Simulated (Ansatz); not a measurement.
**CH₅MoNO₂: basis-set convergence**

How large a basis does CH₅MoNO₂ need? Two functionals are run in growing sets.

Method: one geometry, several basis sets; program: Ansatz 0.2.0, Gaussian basis.

Plan: PBE0-D4/def2-SVP; ωB97M-V/def2-SVP; PBE0-D4/def2-QZVPP; ωB97M-V/def2-QZVPP; the functionals' def2-TZVPP values are taken from earlier runs.

### 1 The relaxed structure

The geometry comes from an earlier relaxation with PBE0-D4 in a triple-zeta def2 set; it is a stationary point, not always the lowest conformer. Mo takes the def2 core potential; no spin-orbit term is included.

SMILES `[CH3][Mo]([NH2])(=[O])=[O]`, 10 atoms, charge 0, spin multiplicity 1.

Atoms are counted from 1 here; the program's logs count them from 0.

Bond lengths: C1–Mo2 2.108 Å, C1–H6 1.093 Å, C1–H7 1.093 Å, C1–H8 1.093 Å, Mo2–N3 1.923 Å, Mo2–O4 1.681 Å, Mo2–O5 1.681 Å, N3–H9 1.010 Å, N3–H10 1.010 Å. Angles: Mo2–C1–H6 109.8°, Mo2–C1–H7 109.8°, Mo2–C1–H8 109.3°, H6–C1–H7 109.7°, H6–C1–H8 109.1°, H7–C1–H8 109.1°, C1–Mo2–N3 107.3°, C1–Mo2–O4 105.9°, C1–Mo2–O5 105.9°, N3–Mo2–O4 112.2°, N3–Mo2–O5 112.2°, O4–Mo2–O5 112.8°, Mo2–N3–H9 123.4°, Mo2–N3–H10 123.4°, H9–N3–H10 110.8°.

### 2 PBE0-D4 in def2-SVP

in.yaml

```yaml
crystal:
  periodic: [false, false, false]
  atoms:
    - {symbol: C, position_ang: [-1.528527, -0.243859, 0.008962]}
    - {symbol: Mo, position_ang: [0.398333, 0.375611, -0.579411]}
    - {symbol: N, position_ang: [1.623366, -0.195832, 0.787862]}
    - {symbol: O, position_ang: [0.693380, -0.377793, -2.052543]}
    - {symbol: O, position_ang: [0.323892, 2.049829, -0.706845]}
    - {symbol: H, position_ang: [-1.789149, 0.216674, 0.964796]}
    - {symbol: H, position_ang: [-1.553759, -1.331840, 0.105336]}
    - {symbol: H, position_ang: [-2.253633, 0.065768, -0.747461]}
    - {symbol: H, position_ang: [1.974747, 0.416358, 1.510930]}
    - {symbol: H, position_ang: [2.194351, -1.026014, 0.711375]}
basis:
  gaussian: {orbitals: def2-SVP}
hamiltonian: {xc: pbe0, dispersion: d4}
output: {orbitals: {seedname: orbitals}}
```

After this run come: ωB97M-V in def2-SVP; PBE0-D4 in def2-QZVPP; ωB97M-V in def2-QZVPP.

**Question.** What will the summary of the whole plan be? Wanted: PBE0-D4: double and triple zeta above quadruple; ωB97M-V: double and triple zeta above quadruple.

**Answer**, as computed:

```
                                       quantity          value
PBE0-D4: double and triple zeta above quadruple  9.27, 0.49 eV
ωB97M-V: double and triple zeta above quadruple  9.54, 0.47 eV
```

**Reading.** PBE0-D4 gains 8.78 eV from double to triple zeta, then 0.49 eV more. Total energies overstate the basis error of differences, where much of it tends to cancel.
